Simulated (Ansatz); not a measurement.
**CH7GaSn (SMILES [CH3][SnH2][GaH2]): SVWN5/def2-SVP (core potential)**

Aim: the vertical ionisation energy of CH7GaSn at SVWN5/def2-SVP (core potential), from 2 runs. 

The calculation is run with Ansatz 0.2.0.

38 further runs of the same task are left out: 38 set aside as unsound or not needed.

## 1. The system as given

CH7GaSn: 10 atoms, total charge 0, spin state singlet. SMILES: `[CH3][SnH2][GaH2]`. The shape is that of a PBE0-D4/def2-TZVP optimisation.

Bond lengths: C1–Sn2 2.149 Å, Sn2–Ga3 2.622 Å, C1–H4 1.090 Å, C1–H5 1.090 Å, C1–H6 1.090 Å, Sn2–H7 1.717 Å, Sn2–H8 1.717 Å, Ga3–H9 1.576 Å, Ga3–H10 1.574 Å. Some angles: C1–Sn2–Ga3 113.9°, C1–Sn2–H7 107.9°, C1–Sn2–H8 108.0°, Ga3–Sn2–H7 110.2°, Ga3–Sn2–H8 110.6°, Sn2–C1–H4 109.9°, Sn2–C1–H5 110.0°, Sn2–C1–H6 110.0°, Sn2–Ga3–H9 121.1°, Sn2–Ga3–H10 120.9°.

## 2. The energy at SVWN5/def2-SVP (core potential)

File input.yaml:

```yaml
crystal:
  periodic: [false, false, false]
  atoms:
    - {symbol: C, position_ang: [-1.630300, 0.570100, -0.523900]}
    - {symbol: Sn, position_ang: [0.239600, -0.482300, -0.646800]}
    - {symbol: Ga, position_ang: [1.786900, -0.142600, 1.442100]}
    - {symbol: H, position_ang: [-2.223300, 0.378200, -1.418300]}
    - {symbol: H, position_ang: [-2.188000, 0.236900, 0.351500]}
    - {symbol: H, position_ang: [-1.449600, 1.641800, -0.439900]}
    - {symbol: H, position_ang: [-0.106900, -2.150300, -0.863700]}
    - {symbol: H, position_ang: [1.039800, 0.025500, -2.078600]}
    - {symbol: H, position_ang: [1.310700, 0.711500, 2.677700]}
    - {symbol: H, position_ang: [3.221300, -0.788900, 1.499900]}
basis:
  gaussian:
    orbitals: def2-SVP
hamiltonian:
  xc: {name: SVWN5}
accuracy: high
output: {orbitals: {seedname: orbitals}}
```

Command:

```sh
$ ansatz run input.yaml --threads 1 --pin off --max-ram 2610MiB --events-out events.jsonl --progress --plain --runs-dir runs
```

Standard output:

```text
Warning: RAYON_NUM_THREADS=1 ignored (pool sized by the plan → 1); use --threads N
Functional definition: SVWN5
  name "SVWN5"
  exchange = slater_x
  correlation = vwn5_c
2479 factors; integrals over basis functions are off by at most 3.2e-8 eV
mean field evaluation 1: about -59239.9212 eV, gradient 6.5e1 eV
mean field evaluation 2: about -59199.1776 eV, gradient 1.1e2 eV
mean field evaluation 4: about -59249.1144 eV, gradient 9.1e0 eV
mean field evaluation 8: about -59249.3491 eV, gradient 3.4e-1 eV
mean field evaluation 16: about -59249.3493 eV, gradient 3.2e-5 eV
mean field -59249.34932392 eV, -2177.3734270026 hartree, gradient 5.2e-8 eV, S^2 0.000000; 0 other end points of the search recorded, 0 dependent functions left out
reference -59249.34932823 eV, -2177.3734271611 hartree; 33, 33 occupied and 74, 74 virtual orbitals, 2479 factors
Total energy: -59249.34932823 eV, -2177.3734271611 hartree
```

Run time: 6.6 s. Hardware: 1 thread of Arm Neoverse V2, shared host; peak memory 0.3 GiB.

## 3. The doublet cation, same level

File in.yaml:

```yaml
crystal:
  periodic: [false, false, false]
  atoms:
    - {symbol: C, position_ang: [-1.630300, 0.570100, -0.523900]}
    - {symbol: Sn, position_ang: [0.239600, -0.482300, -0.646800]}
    - {symbol: Ga, position_ang: [1.786900, -0.142600, 1.442100]}
    - {symbol: H, position_ang: [-2.223300, 0.378200, -1.418300]}
    - {symbol: H, position_ang: [-2.188000, 0.236900, 0.351500]}
    - {symbol: H, position_ang: [-1.449600, 1.641800, -0.439900]}
    - {symbol: H, position_ang: [-0.106900, -2.150300, -0.863700]}
    - {symbol: H, position_ang: [1.039800, 0.025500, -2.078600]}
    - {symbol: H, position_ang: [1.310700, 0.711500, 2.677700]}
    - {symbol: H, position_ang: [3.221300, -0.788900, 1.499900]}
basis:
  gaussian:
    orbitals: def2-SVP
accuracy: high
hamiltonian:
  xc: {name: SVWN5}
output:
  orbitals: {seedname: orbitals}
total_charge: 1
magnetization:
  spin_polarized: true
  initial_magnetization: 1
```

Command:

```sh
$ ansatz run in.yaml --threads 1 --pin off --max-ram 2610MiB --events-out events.jsonl --progress --plain --runs-dir runs
```

Standard output:

```text
Warning: RAYON_NUM_THREADS=1 ignored (pool sized by the plan → 1); use --threads N
[... 4 set-up lines as earlier in the session ...]
2480 factors; integrals over basis functions are off by at most 3.2e-8 eV
mean field evaluation 1: about -59224.2566 eV, gradient 5.7e1 eV
mean field evaluation 2: about -59055.5058 eV, gradient 1.1e2 eV
mean field evaluation 4: about -59233.6797 eV, gradient 2.3e1 eV
mean field evaluation 8: about -59240.3235 eV, gradient 1.6e0 eV
mean field evaluation 16: about -59240.3394 eV, gradient 7.0e-3 eV
mean field evaluation 32: about -59240.3394 eV, gradient 4.8e-8 eV
mean field -59240.33941743 eV, -2177.0423190464 hartree, gradient 4.8e-8 eV, S^2 0.750693; 5 other end points of the search recorded, 0 dependent functions left out
reference -59240.33942186 eV, -2177.0423192091 hartree; 33, 32 occupied and 74, 75 virtual orbitals, 2480 factors
Total energy: -59240.33942186 eV, -2177.0423192091 hartree
```

Run time: 11 s. Hardware: 1 thread of Arm Neoverse V2, shared host; peak memory 0.36 GiB.

## 4. Results

At SVWN5/def2-SVP (core potential):

| quantity | value |
| --- | --- |
| singlet CH7GaSn: total energy | -2177.37343 Eh |
| singlet CH7GaSn: HOMO energy | -6.21 eV |
| singlet CH7GaSn: LUMO energy | -3.08 eV |
| singlet CH7GaSn: HOMO–LUMO gap | 3.14 eV |
| doublet cation: total energy | -2177.04232 Eh |
| doublet cation: HOMO energy (highest over α and β) | -12.23 eV |
| doublet cation: LUMO energy (lowest over α and β) | -11.80 eV |
| doublet cation: ⟨S²⟩ | 0.751 |
| vertical ionisation energy (to the doublet cation) | 9.010 eV |

What this shows: Removing an electron at fixed nuclei costs 9.01 eV (208 kcal/mol). −ε(HOMO) before ionisation, 6.21 eV, is 2.80 eV below this ionisation energy.
